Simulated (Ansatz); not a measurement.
# CH5FO4W: one species, many methods

Aim: compute CH5FO4W with functionals from several rungs and with coupled cluster. The comparison is of orbital energies and run times, and the correlation energy is taken apart.

The runs use Ansatz 0.2.0, Gaussian basis; functionals in def2-TZVPP, the program's frozen cores in correlated methods.

The runs, in order: PBE-D4, r2SCAN-D4, PBE0-D4, B3LYP-D4, ωB97X-V, ωB97M-V, B2PLYP; CCSD(T)/def2-TZVPP; MP2/def2-QZVPP; extrapolation to the limit.

### Step 1. The relaxed structure

All runs share one geometry, relaxed beforehand with PBE0-D4/def2-TZVP. W takes the def2 core potential; no spin-orbit term is included.

SMILES `C[O][W](=[O])([OH])([OH])[F]`, 12 atoms, charge 0, spin multiplicity 1.

Atoms are counted from 1 here; the program's logs count them from 0.

Bond lengths: C1–O2 1.399 Å, C1–H8 1.093 Å, C1–H9 1.095 Å, C1–H10 1.092 Å, O2–W3 1.851 Å, W3–O4 1.690 Å, W3–O5 1.912 Å, W3–O6 1.885 Å, W3–F7 1.908 Å, O5–H11 0.960 Å, O6–H12 0.960 Å. Angles: O2–C1–H8 110.1°, O2–C1–H9 109.4°, O2–C1–H10 109.0°, H8–C1–H9 109.4°, H8–C1–H10 109.3°, H9–C1–H10 109.5°, C1–O2–W3 141.4°, O2–W3–O4 104.9°, O2–W3–O5 148.6°, O2–W3–O6 93.2°, O2–W3–F7 84.7°, O4–W3–O5 105.6°, O4–W3–O6 106.4°, O4–W3–F7 105.2°, O5–W3–O6 84.7°, O5–W3–F7 80.8°, O6–W3–F7 147.8°, W3–O5–H11 117.9° and more.

### Step 2. PBE-D4 (GGA)

Contents of in.yaml:

```yaml
crystal:
  periodic: [false, false, false]
  atoms:
    - {symbol: C, position_ang: [-0.377077, -0.678855, -2.042201]}
    - {symbol: O, position_ang: [-0.356313, -0.881224, -0.657898]}
    - {symbol: W, position_ang: [0.253828, -0.106514, 0.908297]}
    - {symbol: O, position_ang: [0.909667, -1.383703, 1.799238]}
    - {symbol: O, position_ang: [0.687325, 1.479296, 1.884505]}
    - {symbol: O, position_ang: [-1.487213, 0.168815, 1.575202]}
    - {symbol: F, position_ang: [1.687408, 0.534802, -0.174547]}
    - {symbol: H, position_ang: [-1.262734, -0.103629, -2.325155]}
    - {symbol: H, position_ang: [0.522913, -0.133536, -2.343287]}
    - {symbol: H, position_ang: [-0.401044, -1.648597, -2.542703]}
    - {symbol: H, position_ang: [1.498849, 1.939512, 1.657453]}
    - {symbol: H, position_ang: [-1.675630, 0.813633, 2.261095]}
basis:
  gaussian: {orbitals: def2-TZVPP}
hamiltonian: {xc: pbe, dispersion: d4}
output: {forces: true, orbitals: {seedname: orbitals}}
```

Launch:

```sh
> ansatz run in.yaml --threads 2 --pin off --events-out ev --progress --plain --max-ram 22528MiB --backend cuda --devices 0, --max-vram 18GiB
```

Log (excerpt; [...] marks lines left out):

```text
Functional definition: PBE
  name "PBE"
  cite "Perdew, Burke & Ernzerhof, Phys. Rev. Lett. 77, 3865 (1996) doi:10.1103/PhysRevLett.77.3865"
  parent pbe
[...]
1570 factors; their error is unknown
[...]
mean field -13850.18167655 eV, -508.9847886229 hartree, gradient 5.8e-5 eV, S^2 0.000000; 0 other end points of the search recorded, 0 dependent functions left out
[...]
reference -13850.18172470 eV, -508.9847903924 hartree; 33, 33 occupied and 279, 279 virtual orbitals, 1570 factors
Total energy: -13850.45957164 eV, -508.9950010792 hartree
Atom 0 at    -0.377077    -0.678855    -2.042201 Å, force    -0.032268    -0.011118    -0.122644 eV/Å
Atom 1 at    -0.356313    -0.881224    -0.657898 Å, force    -0.224587    -0.386949    -0.225690 eV/Å
Atom 2 at     0.253828    -0.106514     0.908297 Å, force    -0.217559     0.633569    -0.275701 eV/Å
Atom 3 at     0.909667    -1.383703     1.799238 Å, force     0.513019    -1.021165     0.701969 eV/Å
Atom 4 at     0.687325     1.479296     1.884505 Å, force    -0.230959     0.250914     0.429679 eV/Å
Atom 5 at    -1.487213     0.168815     1.575202 Å, force    -0.481381    -0.201879    -0.071461 eV/Å
Atom 6 at     1.687408     0.534802    -0.174547 Å, force     0.410139     0.167663    -0.317036 eV/Å
Atom 7 at    -1.262734    -0.103629    -2.325155 Å, force    -0.184390     0.134075    -0.089567 eV/Å
Atom 8 at     0.522913    -0.133536    -2.343287 Å, force     0.195841     0.130510    -0.078562 eV/Å
Atom 9 at    -0.401044    -1.648597    -2.542703 Å, force    -0.005302    -0.206443    -0.139333 eV/Å
Atom 10 at     1.498849     1.939512     1.657453 Å, force     0.366192     0.219763    -0.112088 eV/Å
Atom 11 at    -1.675630     0.813633     2.261095 Å, force    -0.108744     0.291058     0.300433 eV/Å
Dipole moment:    -0.267772     0.406865    -0.429183 e Å
```

Wall time 3.1 s (1 × H100 (card shared with other runs) with 2 threads of AMD EPYC 7R13, shared host); peak host memory 0.88 GiB.

HOMO -7.38 eV, LUMO -3.35 eV.

### Step 3. r2SCAN-D4 (meta-GGA)

Edit in.yaml of step 2 so:

```diff
@@ -17,3 +17,3 @@
   gaussian: {orbitals: def2-TZVPP}
-hamiltonian: {xc: pbe, dispersion: d4}
+hamiltonian: {xc: r2scan, dispersion: d4}
 output: {forces: true, orbitals: {seedname: orbitals}}
```

Launched as before.

Log (excerpt; [...] marks lines left out):

```text
Functional definition: r2SCAN
  name "r2SCAN"
  cite "Furness, Kaplan, Ning, Perdew & Sun, J. Phys. Chem. Lett. 11, 8208 (2020) doi:10.1021/acs.jpclett.0c02405"
  cite "Furness, Kaplan, Ning, Perdew & Sun, J. Phys. Chem. Lett. 11, 9248 (2020) doi:10.1021/acs.jpclett.0c03077"
  parent r2scan
[...]
1570 factors; their error is unknown
[...]
mean field -13856.91071868 eV, -509.2320763600 hartree, gradient 3.9e-5 eV, S^2 0.000000; 0 other end points of the search recorded, 0 dependent functions left out
[...]
reference -13856.91073248 eV, -509.2320768671 hartree; 33, 33 occupied and 279, 279 virtual orbitals, 1570 factors
Total energy: -13856.98021146 eV, -509.2346301728 hartree
Atom 0 at    -0.377077    -0.678855    -2.042201 Å, force    -0.007414     0.030983    -0.268362 eV/Å
Atom 1 at    -0.356313    -0.881224    -0.657898 Å, force    -0.108248    -0.192228    -0.045707 eV/Å
Atom 2 at     0.253828    -0.106514     0.908297 Å, force    -0.035590     0.373604    -0.149661 eV/Å
Atom 3 at     0.909667    -1.383703     1.799238 Å, force     0.251152    -0.498867     0.339582 eV/Å
Atom 4 at     0.687325     1.479296     1.884505 Å, force     0.024126     0.181976     0.142923 eV/Å
Atom 5 at    -1.487213     0.168815     1.575202 Å, force    -0.235110     0.015528     0.073758 eV/Å
Atom 6 at     1.687408     0.534802    -0.174547 Å, force     0.087451     0.039273    -0.093329 eV/Å
Atom 7 at    -1.262734    -0.103629    -2.325155 Å, force     0.011333    -0.001112    -0.001546 eV/Å
Atom 8 at     0.522913    -0.133536    -2.343287 Å, force    -0.004416     0.001556     0.007420 eV/Å
Atom 9 at    -0.401044    -1.648597    -2.542703 Å, force     0.000301     0.012398     0.002139 eV/Å
Atom 10 at     1.498849     1.939512     1.657453 Å, force     0.026180     0.012503    -0.020857 eV/Å
Atom 11 at    -1.675630     0.813633     2.261095 Å, force    -0.009764     0.024385     0.013640 eV/Å
Dipole moment:    -0.272518     0.418461    -0.433287 e Å
```

It took 3.6 s on 1 × H100 (card shared with other runs) with 2 threads of AMD EPYC 7R13, shared host; peak host memory 0.91 GiB.

HOMO -7.75 eV, LUMO -3.30 eV.

### Step 4. PBE0-D4 (hybrid)

Edit in.yaml of step 3 so:

```diff
@@ -17,3 +17,3 @@
   gaussian: {orbitals: def2-TZVPP}
-hamiltonian: {xc: r2scan, dispersion: d4}
-output: {forces: true, orbitals: {seedname: orbitals}}
+hamiltonian: {xc: pbe0, dispersion: d4}
+output: {orbitals: {seedname: orbitals}}
```

Same command.

Log:

```text
Functional definition: PBE0
  name "PBE0"
  cite "Adamo & Barone, J. Chem. Phys. 110, 6158 (1999) doi:10.1063/1.478522"
  cite "Perdew, Burke & Ernzerhof, Phys. Rev. Lett. 77, 3865 (1996) doi:10.1103/PhysRevLett.77.3865"
  parent pbe
  parameter a = 0.25
  parameter kappa = 0.804
  parameter beta = 0.06672455060314922
  exchange = (1 - a)*pbe_x(kappa = kappa, mu = beta*pi^2/3) + a*exact_x
  correlation = pbe_c(beta = beta)
1635 factors; their error is unknown
mean field evaluation 1: about -13825.8499 eV, gradient 1.2e2 eV
mean field evaluation 2: about -13669.8150 eV, gradient 3.1e2 eV
mean field evaluation 4: about -13845.6802 eV, gradient 3.7e1 eV
mean field evaluation 8: about -13848.0050 eV, gradient 3.8e-1 eV
mean field evaluation 16: about -13848.0426 eV, gradient 1.4e-3 eV
mean field -13848.04264064 eV, -508.9061805032 hartree, gradient 5.3e-5 eV, S^2 0.000000; 0 other end points of the search recorded, 0 dependent functions left out
reference -13848.04267544 eV, -508.9061817821 hartree; 33, 33 occupied and 279, 279 virtual orbitals, 1635 factors
Total energy: -13848.27882198 eV, -508.9148600072 hartree
```

Wall time 2.7 s (1 × H100 (card shared with other runs) with 2 threads of AMD EPYC 7R13, shared host); peak host memory 0.89 GiB.

HOMO -9.00 eV, LUMO -2.63 eV.

### Step 5. B3LYP-D4 (hybrid)

B3LYP here takes the VWN-RPA correlation.

Edit in.yaml of step 4 so:

```diff
@@ -17,3 +17,3 @@
   gaussian: {orbitals: def2-TZVPP}
-hamiltonian: {xc: pbe0, dispersion: d4}
-output: {orbitals: {seedname: orbitals}}
+hamiltonian: {xc: {name: B3LYP}, dispersion: d4}
+output: {forces: true, orbitals: {seedname: orbitals}}
```

The command is unchanged.

Log (excerpt; [...] marks lines left out):

```text
Functional definition: B3LYP
  name "B3LYP"
  cite "Stephens, Devlin, Chabalowski & Frisch, J. Phys. Chem. 98, 11623 (1994) doi:10.1021/j100096a001"
  cite "Becke, Phys. Rev. A 38, 3098 (1988) doi:10.1103/PhysRevA.38.3098"
  cite "Lee, Yang & Parr, Phys. Rev. B 37, 785 (1988) doi:10.1103/PhysRevB.37.785"
  cite "Vosko, Wilk & Nusair, Can. J. Phys. 58, 1200 (1980) doi:10.1139/p80-159"
[...]
1615 factors; their error is unknown
[...]
mean field -13861.80815611 eV, -509.4120538659 hartree, gradient 1.7e-5 eV, S^2 0.000000; 0 other end points of the search recorded, 0 dependent functions left out
[...]
reference -13861.80844885 eV, -509.4120646240 hartree; 33, 33 occupied and 279, 279 virtual orbitals, 1615 factors
Total energy: -13862.25500155 eV, -509.4284751330 hartree
Atom 0 at    -0.377077    -0.678855    -2.042201 Å, force    -0.018700     0.021446    -0.372957 eV/Å
[...]
Atom 2 at     0.253828    -0.106514     0.908297 Å, force    -0.037538     0.056579    -0.027085 eV/Å
Atom 3 at     0.909667    -1.383703     1.799238 Å, force     0.217567    -0.439478     0.301666 eV/Å
Atom 4 at     0.687325     1.479296     1.884505 Å, force     0.091227     0.291470     0.155621 eV/Å
Atom 5 at    -1.487213     0.168815     1.575202 Å, force    -0.328364     0.065153     0.117705 eV/Å
Atom 6 at     1.687408     0.534802    -0.174547 Å, force     0.241554     0.114829    -0.199916 eV/Å
Atom 7 at    -1.262734    -0.103629    -2.325155 Å, force     0.047207    -0.029399     0.002313 eV/Å
Atom 8 at     0.522913    -0.133536    -2.343287 Å, force    -0.055424    -0.030878     0.003842 eV/Å
Atom 9 at    -0.401044    -1.648597    -2.542703 Å, force    -0.000330     0.055957     0.011365 eV/Å
Atom 10 at     1.498849     1.939512     1.657453 Å, force     0.012302     0.046051     0.022013 eV/Å
Atom 11 at    -1.675630     0.813633     2.261095 Å, force    -0.051112     0.008577     0.017990 eV/Å
Dipole moment:    -0.272289     0.419353    -0.434293 e Å
```

Wall time 3.8 s (1 × H100 (card shared with other runs) with 2 threads of AMD EPYC 7R13, shared host); peak host memory 0.95 GiB.

HOMO -8.75 eV, LUMO -2.87 eV.

### Step 6. ωB97X-V (range-separated)

Edit in.yaml of step 5 so:

```diff
@@ -17,3 +17,3 @@
   gaussian: {orbitals: def2-TZVPP}
-hamiltonian: {xc: {name: B3LYP}, dispersion: d4}
-output: {forces: true, orbitals: {seedname: orbitals}}
+hamiltonian: {xc: {name: wB97X-V}}
+output: {orbitals: {seedname: orbitals}}
```

Launched as before.

Log (excerpt; [...] marks lines left out):

```text
Functional definition: wB97X-V
  name "wB97X-V"
  cite "Mardirossian & Head-Gordon, Phys. Chem. Chem. Phys. 16, 9904 (2014) doi:10.1039/C3CP54374A"
  cite "Becke, J. Chem. Phys. 107, 8554 (1997) doi:10.1063/1.475007"
  cite "Vydrov & Van Voorhis, J. Chem. Phys. 133, 244103 (2010) doi:10.1063/1.3521275"
[...]
      + integral(e_c_pw_opposite_spin*poly(b97_u_opposite, cos0, cos1)) + vv10(b, c)
1587 factors; their error is unknown
353 factors; integrals over basis functions are off by at most 9.2e-6 eV
[...]
mean field -13855.89525465 eV, -509.1947587452 hartree, gradient 2.1e-5 eV, S^2 0.000000; 0 other end points of the search recorded, 0 dependent functions left out
reference -13855.89525236 eV, -509.1947586612 hartree; 33, 33 occupied and 279, 279 virtual orbitals, 1587 factors
Total energy: -13855.89525236 eV, -509.1947586612 hartree
```

Wall time 4.8 s (1 × H100 (card shared with other runs) with 2 threads of AMD EPYC 7R13, shared host); peak host memory 0.98 GiB.

HOMO -11.42 eV, LUMO -0.43 eV.

### Step 7. ωB97M-V (range-separated)

Edit in.yaml of step 6 so:

```diff
@@ -17,3 +17,3 @@
   gaussian: {orbitals: def2-TZVPP}
-hamiltonian: {xc: {name: wB97X-V}}
-output: {orbitals: {seedname: orbitals}}
+hamiltonian: {xc: {name: wB97M-V}}
+output: {forces: true, orbitals: {seedname: orbitals}}
```

The command is unchanged.

Log (excerpt; [...] marks lines left out):

```text
Functional definition: wB97M-V
  name "wB97M-V"
  cite "Mardirossian & Head-Gordon, J. Chem. Phys. 144, 214110 (2016) doi:10.1063/1.4952647"
  cite "Becke, J. Chem. Phys. 107, 8554 (1997) doi:10.1063/1.475007"
  cite "Vydrov & Van Voorhis, J. Chem. Phys. 133, 244103 (2010) doi:10.1063/1.3521275"
  # Of w^i u^j: cxij and so on, Table III.
[...]
  gx(w, u) = 1 - cx + cx01*u + cx10*w
  gss(w, u) = css00 + css04*u^4 + css10*w + css20*w^2 + css43*w^4*u^3
  gos(w, u) = cos00 + cos10*w + (cos20 + cos21*u)*w^2 + (cos60 + cos61*u)*w^6
[...]
      + integral(e_c_pw_mod_opposite_spin*gos(b97_w_opposite, b97_u_opposite)) + vv10(b, c)
1575 factors; their error is unknown
353 factors; integrals over basis functions are off by at most 9.2e-6 eV
[...]
Atom 2 at     0.253828    -0.106514     0.908297 Å, force     0.247325    -0.486111     0.242955 eV/Å
Atom 3 at     0.909667    -1.383703     1.799238 Å, force    -0.171045     0.308529    -0.218553 eV/Å
Atom 4 at     0.687325     1.479296     1.884505 Å, force     0.023923     0.085783    -0.019963 eV/Å
Atom 5 at    -1.487213     0.168815     1.575202 Å, force    -0.034490     0.064484     0.023204 eV/Å
Atom 6 at     1.687408     0.534802    -0.174547 Å, force    -0.011269     0.024106    -0.025442 eV/Å
Atom 7 at    -1.262734    -0.103629    -2.325155 Å, force     0.085652    -0.061418     0.023105 eV/Å
Atom 8 at     0.522913    -0.133536    -2.343287 Å, force    -0.084197    -0.055285     0.021022 eV/Å
Atom 9 at    -0.401044    -1.648597    -2.542703 Å, force     0.002281     0.099412     0.040305 eV/Å
Atom 10 at     1.498849     1.939512     1.657453 Å, force    -0.038948    -0.018171     0.016377 eV/Å
Atom 11 at    -1.675630     0.813633     2.261095 Å, force    -0.001160    -0.033493    -0.031381 eV/Å
Dipole moment:    -0.262793     0.421149    -0.417694 e Å
```

It took 6.5 s on 1 × H100 (card shared with other runs) with 2 threads of AMD EPYC 7R13, shared host; peak host memory 1 GiB.

HOMO -11.35 eV, LUMO -0.47 eV.

### Step 8. B2PLYP (double hybrid)

Edit in.yaml of step 7 so:

```diff
@@ -17,3 +17,2 @@
   gaussian: {orbitals: def2-TZVPP}
-hamiltonian: {xc: {name: wB97M-V}}
-output: {forces: true, orbitals: {seedname: orbitals}}
+hamiltonian: {xc: {name: B2PLYP}}
```

Same command.

Log (excerpt; [...] marks lines left out):

```text
Functional definition: B2PLYP
  name "B2PLYP"
  cite "Grimme, J. Chem. Phys. 124, 034108 (2006) doi:10.1063/1.2148954"
  cite "Becke, Phys. Rev. A 38, 3098 (1988) doi:10.1103/PhysRevA.38.3098"
  cite "Lee, Yang & Parr, Phys. Rev. B 37, 785 (1988) doi:10.1103/PhysRevB.37.785"
[...]
1994 factors; integrals over basis functions are off by at most 1.1e-3 eV
[...]
mean field -13833.44887229 eV, -508.3698694083 hartree, gradient 4.6e-6 eV, S^2 0.000000; 0 other end points of the search recorded, 0 dependent functions left out
6 core orbitals not correlated: weight in the atoms' cores, before any rotation towards them, 1.000 or more for the frozen orbitals, at most 0.000 for the correlated occupied ones
reference -13833.44905359 eV, -508.3698760711 hartree; 27, 27 occupied and 279, 279 virtual orbitals, 1994 factors
second order -63.33275627 eV of doubles, -0.00000000 eV of singles
Total energy: -13850.54889779 eV, -508.9982837545 hartree
```

Run time: 2.7 s. Hardware: 1 × H100 (card shared with other runs) with 2 threads of AMD EPYC 7R13, shared host; peak host memory 1.4 GiB.

### Step 9. Frontier levels by functional

Dipoles come from the runs that computed forces. Levels, from each run's orbital file:

```csv
functional,HOMO (eV),LUMO (eV),gap (eV),dipole (D),time
PBE-D4,-7.38,-3.35,4.03,3.12,3.1 s
r2SCAN-D4,-7.75,-3.30,4.45,3.18,3.6 s
PBE0-D4,-9.00,-2.63,6.37,,2.7 s
B3LYP-D4,-8.75,-2.87,5.88,3.18,3.8 s
ωB97X-V,-11.42,-0.43,11.00,,4.8 s
ωB97M-V,-11.35,-0.47,10.88,3.12,6.5 s
```

### Step 10. CCSD(T) in def2-TZVPP

Edit in.yaml of step 8 so:

```diff
@@ -17,2 +17,2 @@
   gaussian: {orbitals: def2-TZVPP}
-hamiltonian: {xc: {name: B2PLYP}}
+correlation: {method: ccsd_t}
```

Launched as before.

Log (excerpt; [...] marks lines left out):

```text
Functional definition: HF
  name "HF"
  cite "Fock, Z. Phys. 61, 126 (1930) doi:10.1007/BF01340294"
  parent pbe
[...]
1994 factors; integrals over basis functions are off by at most 1.1e-3 eV
[...]
mean field -13781.01828189 eV, -506.4430807497 hartree, gradient 8.4e-6 eV, S^2 0.000000; 0 other end points of the search recorded, 0 dependent functions left out
6 core orbitals not correlated: weight in the atoms' cores, before any rotation towards them, 1.000 or more for the frozen orbitals, at most 0.000 for the correlated occupied ones
reference -13781.01828189 eV, -506.4430807497 hartree; 27, 27 occupied and 279, 279 virtual orbitals, 1994 factors
second order -51.69276599 eV of doubles, -0.00000000 eV of singles
cycle   1  -48.15336235 eV  change     3.5e0 eV  update   2.9e-1
[...]
cycle  14  -50.48156948 eV  change    3.8e-5 eV  update   7.0e-6
perturbative correction -2.42239271 eV, -0.0890212903 hartree
Total energy: -13833.92224408 eV, -508.3872655006 hartree
```

It took 8.5 s on 1 × H100 (card shared with other runs) with 2 threads of AMD EPYC 7R13, shared host; peak host memory 1.4 GiB.

### Step 11. MP2 in def2-QZVPP

Edit in.yaml of step 10 so:

```diff
@@ -16,3 +16,3 @@
 basis:
-  gaussian: {orbitals: def2-TZVPP}
-correlation: {method: ccsd_t}
+  gaussian: {orbitals: "def2-QZVPP.json"}
+correlation: {method: mp2}
```

The command is unchanged.

Log:

```text
Functional definition: HF
  name "HF"
  cite "Fock, Z. Phys. 61, 126 (1930) doi:10.1007/BF01340294"
  parent pbe
  exchange = exact_x
  correlation = 0
3540 factors; integrals over basis functions are off by at most 7.1e-4 eV
mean field evaluation 1: about -13768.1119 eV, gradient 8.9e1 eV
mean field evaluation 2: about -13768.3737 eV, gradient 8.9e1 eV
mean field evaluation 4: about -13781.1124 eV, gradient 1.6e1 eV
mean field evaluation 8: about -13781.5990 eV, gradient 1.3e0 eV
mean field evaluation 16: about -13781.6033 eV, gradient 6.2e-6 eV
mean field -13781.60329513 eV, -506.4645795898 hartree, gradient 6.2e-6 eV, S^2 0.000000; 0 other end points of the search recorded, 0 dependent functions left out
6 core orbitals not correlated: weight in the atoms' cores, before any rotation towards them, 1.000 or more for the frozen orbitals, at most 0.000 for the correlated occupied ones
reference -13781.60329513 eV, -506.4645795898 hartree; 27, 27 occupied and 540, 540 virtual orbitals, 3540 factors
second order -56.36019871 eV of doubles, -0.00000000 eV of singles
Total energy: -13837.96349384 eV, -508.5357786899 hartree
```

Wall time 3.8 s (1 × H100 (card shared with other runs) with 2 threads of AMD EPYC 7R13, shared host); peak host memory 1.2 GiB.

Energy pieces by basis (eV):

```csv
basis,HF,MP2 correlation,CCSD correlation,(T),total
def2-TZVPP,-13781.0183,-51.6928,-50.4816,-2.4224,-13833.9222
def2-QZVPP,-13781.6033,-56.3602,,,-13837.9635
```

The report of the def2-TZVPP run gives T1 = 0.0210.

### Step 12. From triple and quadruple zeta to the limit

This step is arithmetic on the last runs, with X = 3 and 4: exp(−7.88√X) for Hartree-Fock, X^−2.97 for correlation; only MP2 was run in the larger set, so CCSD(T) minus MP2 is added from the smaller one.

```csv
level,energy at the limit (eV)
HF,-13781.6839
MP2,-13841.5014
CCSD,-13840.2902
CCSD(T),-13842.7126
```

### Step 13. What came out

| quantity | value |
| --- | --- |
| CCSD(T) correlation energy, def2-TZVPP | -52.904 eV |
| gap, smallest and largest | 4.03 eV (PBE-D4), 11.00 eV (ωB97X-V) |
| T1 diagnostic | 0.0210 |
| triples share of the correlation energy | 4.6 % |

In words: In def2-TZVPP MP2 gives 98 % of the CCSD(T) correlation energy. Orbital gaps span 4.0 to 11.0 eV; exact exchange widens them. T1 = 0.021 passes the customary mark of 0.02 by a little. Correlated methods include outer-core shells of W, which these sets cover unevenly.
